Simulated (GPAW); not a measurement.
Runs of GPAW 26.7.0 on ScSi2. It takes space group P6/mmm (No. 191, hexagonal). The conventional cell has a = 3.660 Å, b = 3.660 Å, c = 3.870 Å, α = 90.00°, β = 90.00°, γ = 120.00°. Sc (site symmetry 6/mmm) has 12 Si at 2.87 Å as nearest neighbours. Si (site symmetry -6m2) has 3 Si at 2.11 Å as nearest neighbours. 

```csv
task,level,potentials or basis,cell,smearing,optimizer,fmax,max steps,convergence,gap on the mesh (eV),pressure (GPa)
single point,PBE,"GPAW PAW data sets (gpaw-data 1.2.1), pw",as given,gaussian 0.1 eV,-,-,-,-,none,25.5
single point,PBE,"GPAW PAW data sets (gpaw-data 1.2.1), pw",as given,gaussian 0.02 eV,-,-,-,-,none,(a)
relaxation of cell and atoms,PBEsol+D4,"PAW data sets generated in the run's folder for this functional, pw",relaxed,gaussian 0.05 eV,BFGS,0.02 eV/Å,100,density=1e-05 forces=0.0001,none,0.0
single point,r2SCAN+D4,"GPAW PAW data sets (gpaw-data 1.2.1), pw",as given,fermi-dirac 0.1 eV,-,-,-,-,none,23.6
```

Alike in all rows: no spin polarisation; k mesh 8 × 8 × 7; cutoff (eV) 600.

Question: Fill in the values left out.

Answer: (a) 25.6.

Caveats: so large a pressure means that the cell lies far from this level's equilibrium, or that cutoff or potentials fall short (some runs); pairwise dispersion overbinds metals, which lowers pressure and volume (some runs); later steps reuse the first step's grids (some runs); the potentials were made for another functional, which shifts forces and pressure (some runs).

A gap of «none» marks a metal or a gap under the smearing width.
